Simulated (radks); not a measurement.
**Fractional charge and spin in the 6s shell of samarium**

Aim: the energy as the spin-up occupation of 6s runs from 0 to 1 and the spin-down one from 0 to 1, against the two flat planes that join the four corners. Added charge counts from the emptiest corner (up 0, down 0).

Program: radks (a radial shooting solver on a logarithmic mesh, Libxc functionals) version 1. Level of theory: scalar-relativistic Kohn-Sham, LDA (Slater exchange, Perdew-Wang correlation), spin-polarised, spherical densities, finite nucleus. These are calculated values, not measurements, unless marked.

## 1. The atom as given

```
element            : samarium (Z = 62)
configuration      : [Xe] 4f(up 3, down 3) 6s(up 1, down 1)
nuclear rms radius : 5.0819 fm
```

A shell typed twice in an input gives spin up, then spin down.

## 2. 6s: up 1, down 1

The run's settings:

```text
Z 62
configuration [Xe] 4f3 4f3 6s1 6s1
relativity scalar-relativistic
functional lda,pw
spin polarised
nucleus finite rms 5.0819 fm
c 137.035999084
```

## 3. 6s: up 1, down 0.5

The run's settings:

```text
Z 62
configuration [Xe] 4f3 4f3 6s1 6s0.5
relativity scalar-relativistic
functional lda,pw
spin polarised
nucleus finite rms 5.0819 fm
c 137.035999084
```

## 4. 6s: up 1, down 0

The run's settings:

```text
Z 62
configuration [Xe] 4f3 4f3 6s1 6s0
relativity scalar-relativistic
functional lda,pw
spin polarised
nucleus finite rms 5.0819 fm
c 137.035999084
```

## 5. 6s: up 0.5, down 0.5

The run's settings:

```text
Z 62
configuration [Xe] 4f3 4f3 6s0.5 6s0.5
relativity scalar-relativistic
functional lda,pw
spin polarised
nucleus finite rms 5.0819 fm
c 137.035999084
```

## 6. 6s: up 0.5, down 0

The run's settings:

```text
Z 62
configuration [Xe] 4f3 4f3 6s0.5 6s0
relativity scalar-relativistic
functional lda,pw
spin polarised
nucleus finite rms 5.0819 fm
c 137.035999084
```

## 7. 6s: up 0, down 0

The run's settings:

```text
Z 62
configuration [Xe] 4f3 4f3 6s0 6s0
relativity scalar-relativistic
functional lda,pw
spin polarised
nucleus finite rms 5.0819 fm
c 137.035999084
```

Q: Predict the outcome of this session. Wanted: for each run, down \ up; 0; 0.5; 1.

As calculated:

```csv
down \ up,0,0.5,1
0,0.000,-0.619,0.000
0.5,-0.619,0.173,-0.569
1,0.000,-0.569,0.000
```

In words: The table gives the energy in eV minus the planes, whose edge runs along up + down = one added electron; mirror points follow by spin symmetry. With half an added electron in each spin it lies 0.17 eV above the planes. With half an electron added in spin up alone it lies 0.62 eV below them. The planes are only a guide here: the condition holds for ground states with one frontier orbital, and this shell lies below others.
